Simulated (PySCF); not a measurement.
# Sn₂+: from the state search to spectroscopic constants

One job finds the state of Sn₂+, follows it along the bond with each method and fits the curves.

Program: PySCF 2.14.0. Level of theory: Sn cc-pVDZ-PP with ECP28, scalar-relativistic core potentials. These are calculated values, not measurements.

### 1 Set-up

A driver script around PySCF takes these settings:

```yaml
atoms: Sn, Sn
charge: 1
basis: Sn cc-pVDZ-PP with ECP28
Hamiltonian: scalar-relativistic core potentials
basis_functions: 46
electrons_treated: 43
masses_in_u: 119.9022, 119.9022
levels: PBE0, PBE, r²SCAN, LDA, B97-3, BP86, HF, MP2, SCS-MP2, CCSD, CCSD(T)
grid: 80 radial by 434 angular points
occupations: held fixed by the projection of orbital angular momentum
dissociation_limit: Sn+ + Sn, each in its ground configuration
starting_distance_in_angstrom: 2.800
values_of_2S_to_try: 1, 3
```

The runs that follow: PBE0 along the bond; Higher solutions at PBE0; PBE (GGA); r²SCAN (meta-GGA); LDA (local density); B97-3; BP86 (GGA); UHF (mean field); Correlated methods on the Hartree–Fock reference.

Before running it: what results should come out? Wanted: for each run, Re; ωe; De.

As calculated:

Lowest PBE0 solution found, without spin–orbit coupling: ⁴Σg⁻ (quartet), unpaired electrons σ ↑, π ↑↑. The next followed solution (2Ms+1 = 2) lies 0.35 eV higher at PBE0; the other levels ran on the lowest alone.

```tsv
level	Re (Å)	ωe (cm⁻¹)	De (eV)
UHF	2.780	186.1	1.52
UHF-MP2	2.791	179.8	2.40
UHF-SCS-MP2	2.769	190.2	2.10
UHF-CCSD	2.814	172.4	2.26
UHF-CCSD(T)	2.826	167.1	2.39
LDA	2.785	169.0	3.47
PBE	2.840	158.5	3.01
BP86	2.844	156.5	2.99
r²SCAN	2.798	168.8	2.93
PBE0	2.790	173.7	2.76
B97-3	2.821	166.7	2.55
```

De is counted to Sn+ + Sn in their ground configurations.

Differences from CCSD(T) in the same basis:

```tsv
level	Re (mÅ)	ωe (%)
UHF	-46	+11.4
UHF-MP2	-36	+7.6
UHF-SCS-MP2	-58	+13.8
UHF-CCSD	-12	+3.2
LDA	-41	+1.1
PBE	+13	-5.1
BP86	+18	-6.3
r²SCAN	-28	+1.0
PBE0	-36	+3.9
B97-3	-5	-0.2
```

**Reading.** Judged by CCSD(T) in the same basis: best bond length B97-3 (-5 mÅ), worst UHF-SCS-MP2 (-58 mÅ); best wavenumber B97-3 (-0.2 %), worst UHF-SCS-MP2 (+13.8 %). Hartree–Fock makes the bond too short and too stiff against this reference, as it mostly does. PBE has the long and soft bond that GGAs tend to give. CCSD(T) in a basis this small is itself some way from its limit, more so than the functionals. Among the levels with a De in the table, it runs from 1.52 eV (UHF) to 3.47 eV (LDA).

Correlated steps freeze 8 core orbitals. Spin–orbit coupling is left out, which matters for elements this heavy, above all for dissociation energies.
